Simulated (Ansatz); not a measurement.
# ZrWS3: the cost of one run

Computed with Ansatz 0.2.0 (DFT PBE, scalar-relativistic, plane waves, PAW, unless a step's input says otherwise).

1 further run of the same task is left out (set aside as unsound or not needed).

**1. The system as given**

It takes space group Pm-3m (No. 221, cubic). Conventional cell: a = 5.002 Å, b = 5.002 Å, c = 5.002 Å, α = 90.00°, β = 90.00°, γ = 90.00°. Zr (site symmetry m-3m) has 12 S at 3.54 Å as nearest neighbours. W (site symmetry m-3m) is surrounded by 6 S at 2.50 Å. S (site symmetry 4/mmm) is surrounded by 2 W at 2.50 Å and 4 Zr at 3.54 Å.

Structure file:

```
CELL_PARAMETERS angstrom
5.00151 0.00000 0.00000
0.00000 5.00151 0.00000
0.00000 0.00000 5.00151
ATOMIC_POSITIONS crystal
Zr 0.50000 0.50000 0.50000
W 0.00000 0.00000 0.00000
S 0.50000 0.00000 0.00000
S 0.00000 0.50000 0.00000
S 0.00000 0.00000 0.50000
```

Recipe of the guess: random cell by space group and Wyckoff sites (Pm-3m, No. 221). Lengths come from tabulated atomic sizes and are only a guess.

**2. A first look at the guess**

input.yaml reads:

```yaml
crystal:
  lattice:
    - [5.00150922, 0.0, 0.0]
    - [0.0, 5.00150922, 0.0]
    - [0.0, 0.0, 5.00150922]
  atoms:
    - { symbol: Zr, position: [0.5, 0.5, 0.5] }
    - { symbol: W, position: [0.0, 0.0, 0.0] }
    - { symbol: S, position: [0.5, 0.0, 0.0] }
    - { symbol: S, position: [0.0, 0.5, 0.0] }
    - { symbol: S, position: [0.0, 0.0, 0.5] }
basis:
  ecutwfc: 420
kpoints:
  mp_grid: { grid: [4, 4, 4] }
hamiltonian:
  xc: pbe
scf:
  occupations: { method: gaussian, width: 0.1 }
  lower_state_search: "off"
output:
  forces: true
  stress: true
  eigenvalues: true
```

Started as:

```bash
$ ansatz run input.yaml --threads 1 --pin off --max-ram 2560MiB --backend cpu --events-out ev --progress --plain --runs-dir out
```

**Question.** How long does this run take on 1 thread of Arm Neoverse V2, shared host, and how much memory does it need?

About 2.4 s, with a peak of 0.38 GiB.
